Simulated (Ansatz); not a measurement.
**SnBi3: properties at the relaxed cell**

An exercise on one series of results from a longer session: the logs are not shown, and one member is left open.

Method: DFT r2SCAN, scalar-relativistic, plane waves, PAW, in Ansatz 0.2.0.

1 further run of the same task is left out (set aside as unsound or not needed).

## The structure to begin with

Symmetry: Fm-3m, No. 225, cubic system. Conventional cell: a = 7.853 Å, b = 7.853 Å, c = 7.853 Å, α = 90.00°, β = 90.00°, γ = 90.00°. Sn (site symmetry m-3m) has 8 Bi at 3.40 Å in its first shell of neighbours. Bi (site symmetry -43m) is surrounded by 4 Sn at 3.40 Å and 4 Bi at 3.40 Å. Around Bi (site symmetry m-3m) lie 8 Bi at 3.40 Å.

Coordinates:

```cif
data_structure
_symmetry_space_group_name_H-M 'P 1'
_symmetry_Int_Tables_number 1
_cell_length_a 5.5526
_cell_length_b 5.5526
_cell_length_c 5.5526
_cell_angle_alpha 60.000
_cell_angle_beta 60.000
_cell_angle_gamma 60.000
_cell_volume 121.05
loop_
_atom_site_label
_atom_site_type_symbol
_atom_site_fract_x
_atom_site_fract_y
_atom_site_fract_z
_atom_site_occupancy
Sn1 Sn 0.00000 0.00000 0.00000 1
Bi1 Bi 0.25000 0.25000 0.25000 1
Bi2 Bi 0.75000 0.75000 0.75000 1
Bi3 Bi 0.50000 0.50000 0.50000 1
```

It goes back to an entry of the Materials Project, which need not be the stable form.

This cell was relaxed beforehand with the same method: volume 30.26 Å³/atom, gap on the mesh none (metal).

Set-up of the first run:

Input file input.yaml:

```yaml
crystal:
  lattice:
    - [0.0, 3.9263022928, 3.9263022928]
    - [3.9263022928, 0.0, 3.9263022928]
    - [3.9263022928, 3.9263022928, 0.0]
  atoms:
    - { symbol: Sn, position: [0.0, 0.0, 0.0] }
    - { symbol: Bi, position: [0.25, 0.25, 0.25] }
    - { symbol: Bi, position: [0.75, 0.75, 0.75] }
    - { symbol: Bi, position: [0.5, 0.5, 0.5] }
basis:
  ecutwfc: 500
kpoints:
  mp_grid: { grid: [10, 10, 10] }
  band_path:
    path:
      - [[0.0, 0.0, 0.0], [0.5, 0.0, 0.5], [0.625, 0.25, 0.625]]
      - [[0.375, 0.375, 0.75], [0.0, 0.0, 0.0], [0.5, 0.5, 0.5], [0.5, 0.25, 0.75], [0.5, 0.0, 0.5]]
    npoints: 14
hamiltonian:
  xc: r2scan
scf:
  occupations: { method: gaussian, width: 0.1 }
  n_extra_bands: 10
output:
  forces: true
  stress: true
  eigenvalues: true
  populations: true
  dos: { projected: true, de: 0.02, nscf_kmesh: { grid: [15, 15, 15] } }
  bader: true
  write_density: true
  write_potential: true
  elf: true
  volumetric_format: npy
```

Launch:

```bash
ansatz run input.yaml --threads 1 --pin off --max-ram 2560MiB --backend cpu --events-out ev --progress --plain --runs-dir out
```

Steps of the session up to this table: Electronic structure at the relaxed geometry; Back to the database's cell; The cell scaled to 0.97 of its volume; The cell scaled to 1.03 of its volume; The cell scaled to 0.94 of its volume; The cell scaled to 1.06 of its volume; Volume × 0.91; The cell scaled to 1.10 of its volume; The cell scaled to 0.88 of its volume.

One table of the session follows, with a row left open; its other results are not shown here.

It belongs to the step «Fit of the equation of state». 

```
volume (Å³/atom)  energy above the lowest point (meV/atom)  pressure (GPa)
          26.632                                      90.2            9.13
          27.540                                      47.1            6.20
          28.448                                      19.4            3.74
          29.356                                       4.4            1.69
          30.264                                       0.0           -0.01
          31.172                                       4.3           -1.43
          32.079                                         ?               ?
          33.290                                      40.8           -3.97
```

**Question.** Estimate the row for volume (Å³/atom) = 32.079.

Worked estimate for «energy above the lowest point (meV/atom)». A straight line through the neighbours (31.172, 4.3) and (33.290, 40.8) gives 4.3 + (40.8 − 4.3) × (32.079 − 31.172) / (33.290 − 31.172) = 19.9; a parabola fitted to 3 rows on both sides gives 15.4.

The run gave: energy above the lowest point (meV/atom): 15.8; pressure (GPa): -2.63. In «energy above the lowest point (meV/atom)» the line misses by +4.1 and the parabola by -0.4.
